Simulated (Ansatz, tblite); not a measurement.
# SiC with GFN2-xTB from a Python script

These are simulated results from tblite 0.8.0, not measurements. The cell was built from a prototype and was relaxed with r2SCAN in plane waves (Ansatz 0.2.0). Not every such cell is a known phase. All runs are without spin polarisation.

The symmetry is P6_3mc (No. 186, hexagonal); conventional cell a = 3.075 Å, c = 5.048 Å, 10.34 Å³ an atom. Around Si lie 4 C at 1.88–1.90 Å; around C lie 4 Si at 1.88–1.90 Å.

tblite solves periodic systems at the zone centre alone, so the script builds a cluster of 4×4×2 conventional cells (128 atoms), which folds in a coarse mesh of k points.

run.py reads:

```python
import json
from ase import Atoms
from ase.build import make_supercell
from ase.units import Bohr, GPa, Hartree
from tblite.interface import Calculator

atoms = Atoms(['Si', 'Si', 'C', 'C'],
              cell=[[3.075356, 0.0, -0.0], [-1.537678, 2.663337, 0.0], [-0.0, 0.0, 5.048108]],
              scaled_positions=[[0.333333, 0.666667, -0.000408], [0.666667, 0.333333, 0.499592], [0.333333, 0.666667, 0.375408], [0.666667, 0.333333, 0.875408]],
              pbc=True)
cluster = make_supercell(atoms, [[4, 0, 0], [0, 4, 0], [0, 0, 2]])
calc = Calculator('GFN2-xTB', cluster.numbers, cluster.positions / Bohr, lattice=cluster.cell[:] / Bohr, periodic=cluster.pbc)
calc.set('temperature', 0.02 / Hartree)
calc.set('max-iter', 150)
res = calc.singlepoint()
levels = res.get('orbital-energies') * Hartree
nv = round(res.get('orbital-occupations').sum() / 2)
cells = len(cluster) // len(atoms)
out = {'energy_per_cell': res.get('energy') * Hartree / cells, 'homo': levels[nv - 1], 'lumo': levels[nv],
       'stress': (-res.get('virial') * Hartree / cluster.get_volume() / GPa).tolist(), 'charges': res.get('charges')[:len(atoms)].tolist(), 'electrons': 2 * nv / cells}
json.dump(out, open('results.json', 'w'))
for key, value in out.items():
    print(key, value)
```

Command: `python run.py`. It took 42 s on 1 thread of Intel(R) Xeon(R) Platinum 8259CL CPU @ 2.50GHz (Skylake/Cascade Lake), on a shared host, peak memory 0.19 GiB.

Output:

```
------------------------------------------------------------
  cycle        total energy    energy error   density error
------------------------------------------------------------
      1     -223.8673136950  -2.2756164E+02   3.5422487E-01
      2     -223.4303851518   4.3692854E-01   3.9691033E-01
      3     -246.5514183417  -2.3121033E+01   4.1666767E-02
      4     -246.6230042397  -7.1585898E-02   3.1404019E-02
      5     -246.5547582868   6.8245953E-02   2.7773945E-02
      6     -246.5740513821  -1.9293095E-02   2.4016070E-02
      7     -246.5921972759  -1.8145894E-02   2.0865529E-02
      8     -246.5494824862   4.2714790E-02   2.6736204E-02
      9     -246.5998218461  -5.0339360E-02   1.6128049E-02
     10     -246.6293563653  -2.9534519E-02   2.3296204E-03
     11     -246.6299521841  -5.9581877E-04   8.6717181E-04
     12     -246.6300406365  -8.8452435E-05   2.6339543E-04
     13     -246.6300487263  -8.0897365E-06   1.9531720E-05
     14     -246.6300487597  -3.3431803E-08   6.7094269E-06
------------------------------------------------------------

 total:                                  41.446 sec
energy_per_cell -209.72329568776993
homo -9.132345612170193
lumo -6.129987265359261
stress [[4.162965716709331, 0.00016264600924495413, -1.1573982974132263e-06], [0.00016264600924701764, 4.163061794683389, 6.682224556450816e-07], [-1.157398297205873e-06, 6.682224561565492e-07, 0.26934254644696437]]
charges [0.3501642137892714, 0.35016473731262565, -0.35015404144030815, -0.35015346233381806]
electrons 16.0
```

The cycle table is in hartree for the whole cluster, and the lines after it are in eV (the energy for one cell). The printed stress is in GPa and positive in compression, and the pressure is its mean diagonal.

GFN2-xTB gives a gap of 3.00 eV. On the same cell, plane-wave PBE (Ansatz, 12×12×6 k points and the special points) gives a gap of 2.28 eV and r2SCAN a gap of 2.65 eV; on shared hosts these took about 5.1 and 9.8 core-seconds on the 4-atom cell, against 42 for the script. Semilocal gaps usually lie below measured ones. xTB was fitted to molecules, so gaps, charges and pressures of solids can be far off, and the gap also depends on the size of the cluster.

The pressure on this cell is 2.9 GPa (positive in compression).

xTB was fitted mostly to molecules, and a small cluster samples few k points, so gaps, pressures and kinks along a curve can be far from a solid's.
